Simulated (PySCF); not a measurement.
**A diatomic session: LiBi**

Aim: find the lowest electronic state of LiBi, scan its bond at several levels of theory, and get bond length, wavenumber and dissociation energy from each curve.

Method: Li aug-cc-pVDZ, Bi aug-cc-pVDZ-PP with ECP60, scalar-relativistic core potentials; program: PySCF 2.14.0.

**1. Input**

The job is set up so:

```
atoms                         : Li, Bi
charge                        : 0
basis                         : Li aug-cc-pVDZ, Bi aug-cc-pVDZ-PP with ECP60
Hamiltonian                   : scalar-relativistic core potentials
basis functions               : 55
electrons treated             : 26
masses in u                   : 7.0160, 208.9804
levels                        : PBE0, PBE, r²SCAN, PBEsol, BLYP, B97-3, HF, MP2, SCS-MP2, CCSD, CCSD(T)
grid                          : 80 radial by 434 angular points
occupations                   : held fixed by the projection of orbital angular momentum
dissociation limit            : Li + Bi, each in its ground configuration
starting distance in angstrom : 2.745
values of 2S to try           : 0, 2, 4
```

Run with:

```console
$ OMP_NUM_THREADS=1 python dia.py task.json out
```

After this run come: PBE0 along the bond; Excited determinants; PBE (GGA); r²SCAN; PBEsol (GGA); BLYP; B97-3 (global hybrid GGA); UHF (mean field); MP2 and coupled cluster.

**Question.** What will these runs give? Wanted: for each run, Re; ωe; De; μ.

As calculated:

Lowest PBE0 solution found, without spin–orbit coupling: ³Σ⁻ (triplet), unpaired electrons π ↑↑. State 2 has its PBE0 minimum 0.30 eV higher, as a spin-mixed determinant (⟨S²⟩ = 1.00), so this is no gap between pure states. State 3 has its PBE0 minimum 0.84 eV higher. State 4 has its PBE0 minimum 1.10 eV higher. The other levels ran on the lowest alone.

| level | Re (Å) | ωe (cm⁻¹) | De (eV) | μ (D) |
| --- | --- | --- | --- | --- |
| UHF | 2.732 | 354 | 0.431 | -6.57 |
| UHF-MP2 | 2.709 | 382 | 1.10 | n/a |
| UHF-SCS-MP2 | 2.716 | 378 | 1.10 | n/a |
| UHF-CCSD | 2.725 | 357 | 1.16 | n/a |
| UHF-CCSD(T) | 2.727 | 357 | 1.20 | n/a |
| PBE | 2.710 | 360 | 1.48 | -5.51 |
| PBEsol | 2.696 | 365 | 1.57 | -5.66 |
| BLYP | 2.714 | 357 | 1.56 | -5.46 |
| r²SCAN | 2.707 | 367 | 1.42 | -6.03 |
| PBE0 | 2.692 | 373 | 1.40 | -5.93 |
| B97-3 | 2.694 | 372 | 1.56 | -6.07 |

De is counted to Li + Bi in their ground configurations. A positive dipole means Li(−)Bi(+).

Differences from CCSD(T) in the same basis:

| level | Re (mÅ) | ωe (%) |
| --- | --- | --- |
| UHF | +5 | -0.9 |
| UHF-MP2 | -18 | +6.9 |
| UHF-SCS-MP2 | -11 | +5.7 |
| UHF-CCSD | -2 | -0.2 |
| PBE | -17 | +0.7 |
| PBEsol | -31 | +2.1 |
| BLYP | -13 | -0.1 |
| r²SCAN | -20 | +2.6 |
| PBE0 | -35 | +4.3 |
| B97-3 | -33 | +4.1 |

In words: Against CCSD(T) in the same basis, the bond length is nearest at UHF-CCSD (-2 mÅ) and farthest at PBE0 (-35 mÅ); the wavenumber is nearest at BLYP (-0.1 %) and farthest at UHF-MP2 (+6.9 %). CCSD(T) in a basis this small is itself some way from its limit, more so than the functionals. Among the levels with a De in the table, it runs from 0.431 eV (UHF) to 1.57 eV (PBEsol).

Correlated steps freeze 4 core orbitals. These are scalar-relativistic numbers at best; spin–orbit coupling would shift them, the dissociation energy most. With spin–orbit coupling the term label itself may not hold.
